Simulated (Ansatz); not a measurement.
**ZrHO+ (septet): from Hartree-Fock to the top rungs, def2-SVP**

One table from this session's results is given with a row withheld; the runs are named, their logs left out.

Program: Ansatz 0.2.0, Gaussian basis. Level of theory: def2-SVP, core rule «outside noble gas», up to 5 orbitals frozen. These are calculated values, not measurements.

Plan: UHF; CCSD(T) on ROHF; CCSD(T) on UHF; CISD; CCSDT(Q) on ROHF; CCSDT(Q) on UHF.

23 further runs of the same task are left out: 8 for a known fault of the program, 5 that didn't finish, 10 set aside as unsound or not needed.

## What is computed

The geometry is a PBE0/def2-TZVP stationary point (not a proven minimum) of the parent state, kept for this charge and spin. No spin-orbit coupling is included. Elements past krypton take def2 core potentials.

3 atoms, charge 1, spin multiplicity 7.

Atoms are counted from 1 here; the program's logs count them from 0.

Bond lengths: Zr1–O2 2.336 Å, O2–H3 0.981 Å. Angles: Zr1–O2–H3 131.4°.

The first run:

in.yaml reads:

```yaml
crystal:
  periodic: [false, false, false]
  atoms:
    - {symbol: Zr, position_ang: [0.000000, -0.167211, 1.782454]}
    - {symbol: O, position_ang: [0.000000, -0.269927, -0.551131]}
    - {symbol: H, position_ang: [0.000000, 0.437138, -1.231323]}
basis:
  gaussian: {orbitals: def2-SVP}
total_charge: 1
magnetization: {spin_polarized: true, initial_magnetization: 6}
hamiltonian: {xc: hf}
output: {orbitals: {seedname: orbitals}}
```

Started as:

```console
ansatz run in.yaml --threads 1 --pin off --events-out ev --progress --plain --max-ram 2393MiB
```

Steps of the session up to this table: UHF; CCSD(T) on ROHF; CCSD(T) on UHF; CISD; CCSDT(Q) on ROHF; CCSDT(Q) on UHF.

One of the session's tables, all rows but one given; the rest of the session is left out.

It belongs to the step «Misses and costs». 

| method | from RCCSDT(Q) (kcal/mol) |
| --- | --- |
| ROHF | ? |
| UHF | +97.09 |
| RMP2 | +17.05 |
| UMP2 | +14.83 |
| RCCSD | +1.89 |
| UCCSD | -0.47 |
| RCCSD(T) | +0.39 |
| UCCSD(T) | -1.92 |
| RCCSDT | +0.05 |
| UCCSDT | -2.25 |
| RCCSDT(Q) | 0 |
| UCCSDT(Q) | -2.31 |

Estimate the missing values for ROHF.

**Answer.** from RCCSDT(Q) (kcal/mol): +104.32. In the column «from RCCSDT(Q) (kcal/mol)» it is the highest.

Not comparable, so not listed: CISD (they don't share determinant, frozen orbitals or solution with the rows shown, or repeat one).

Caveats from the session: Restricted and unrestricted rows rest on different reference determinants; where their highest levels disagree by more than a few hundredths of an eV, they describe different states and don't form one ladder.
